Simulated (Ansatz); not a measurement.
Geometry optimisation, DFT PBE, scalar-relativistic, plane waves, PAW in Ansatz 0.2.0.

input.yaml

```yaml
crystal:
  lattice:
    - [5.324514, 0.0, 0.0]
    - [2.662257, 4.611164, 0.0]
    - [0.0, 0.0, 17.434309]
  atoms:
    - { symbol: Mg, position: [0.0, 0.0, 0.05735817] }
    - { symbol: O, position: [0.3333333, 0.83333341, 0.11969857] }
    - { symbol: Mg, position: [-2.0e-08, 0.50000005, 0.05735817] }
    - { symbol: O, position: [0.33333332, 0.33333337, 0.11969857] }
    - { symbol: Mg, position: [0.50000001, 0.0, 0.05735817] }
    - { symbol: O, position: [0.83333331, 0.83333341, 0.11969857] }
    - { symbol: Mg, position: [0.49999998, 0.50000005, 0.05735817] }
    - { symbol: O, position: [0.83333333, 0.33333337, 0.11969857] }
    - { symbol: Mg, position: [0.66666665, 0.66666673, 0.18203898] }
    - { symbol: O, position: [-2.0e-08, 0.50000005, 0.24437938] }
    - { symbol: Mg, position: [0.66666667, 0.16666668, 0.18203898] }
    - { symbol: O, position: [0.0, 0.0, 0.24437938] }
    - { symbol: Mg, position: [0.16666664, 0.66666673, 0.18203898] }
    - { symbol: O, position: [0.49999998, 0.50000005, 0.24437938] }
    - { symbol: Mg, position: [0.16666666, 0.16666668, 0.18203898] }
    - { symbol: O, position: [0.49999996, 1.0000001, 0.24437938] }
    - { symbol: Mg, position: [0.33333332, 0.33333337, 0.30671979] }
    - { symbol: O, position: [0.66666667, 0.16666668, 0.36906019] }
    - { symbol: Mg, position: [0.3333333, 0.83333341, 0.30671979] }
    - { symbol: O, position: [0.66666665, 0.66666673, 0.36906019] }
    - { symbol: Mg, position: [0.83333333, 0.33333337, 0.30671979] }
    - { symbol: O, position: [0.16666666, 0.16666668, 0.36906019] }
    - { symbol: Mg, position: [0.83333331, 0.83333341, 0.30671979] }
    - { symbol: O, position: [0.16666664, 0.66666673, 0.36906019] }
    - { symbol: H, position: [0.24999999, 0.25000002, 0.40462225] }
    - { symbol: H, position: [0.55555554, 0.55555561, 0.3719281] }
basis:
  ecutwfc: 420.0
kpoints:
  mp_grid: { grid: [2, 2, 1] }
hamiltonian:
  xc: pbe
  pseudopotentials: { kind: paw, azcp: { folder: soft_1 } }
scf:
  occupations: { method: gaussian, width: 0.05 }
  lower_state_search: "off"
relax:
  f_tol: 0.03
  max_steps: 60
  adjacent_minimum: "off"
  constraints: [{ sites: [0, 1, 2, 3, 4, 5, 6, 7] }]
```

Command:

```bash
$ ansatz run input.yaml --threads 2 --pin off --max-ram 5120MiB --backend cpu --events-out ev --progress --plain --runs-dir out
```

Q: Where does it end, and by what steps?

A: The run converged. The force dipped under the threshold on the way, but the program's further checks kept it going. Limits of this set-up: coarse k mesh, thin slab, slab without dipole correction, no dispersion correction for a molecule that may bind weakly. After 15 steps the energy has fallen by 8.368 eV; H26 moved furthest, 1.76 Å. Parted: Mg17–H25 (1.87 → 2.57 Å), Mg19–H26 (1.77 → 2.50 Å), Mg21–H26 (1.77 → 2.50 Å).

```tsv
step	energy less start (eV)	largest force component (eV/Å)	accepted
0	0.0000	3.684	yes
1	-2.4374	2.853	yes
2	-4.3503	2.021	yes
3	-5.6995	1.532	yes
4	-6.7864	1.183	yes
5	-7.5394	0.809	yes
6	-8.0084	0.530	yes
7	-8.2633	0.193	yes
8	-8.3493	0.103	yes
9	-8.3646	0.038	yes
10	-8.3672	0.024	yes
11	-8.3660	0.372	no
12	-8.3675	0.022	yes
13	-8.3677	0.089	yes
14	-8.3678	0.041	yes
15	-8.3678	0.012	yes
```

```xyz
26
Lattice="5.3245 0.0000 0.0000 2.6623 4.6112 0.0000 0.0000 0.0000 17.4343" Properties=species:S:1:pos:R:3
Mg 0.000 0.000 1.000
O 3.993 3.843 2.087
Mg 1.331 2.306 1.000
O 2.662 1.537 2.087
Mg 2.662 0.000 1.000
O 6.656 3.843 2.087
Mg 3.993 2.306 1.000
O 5.325 1.537 2.087
Mg 5.328 3.076 3.490
O 1.329 2.307 4.693
Mg 3.991 0.765 3.489
O 0.001 0.000 4.672
Mg 2.658 3.074 3.489
O 3.995 2.306 4.661
Mg 1.334 0.770 3.492
O 5.325 4.608 4.693
Mg 2.683 1.549 6.057
O 4.014 0.799 7.265
Mg 3.978 3.833 6.029
O 5.318 3.071 7.165
Mg 5.308 1.528 6.029
O 1.332 0.769 7.143
Mg 6.673 3.852 6.107
O 2.699 3.076 7.265
H 1.340 0.774 8.103
H 5.075 2.930 8.085
```

The run took 66 s on 2 threads of Arm Neoverse V1, on a shared host, peak memory 0.84 GiB.
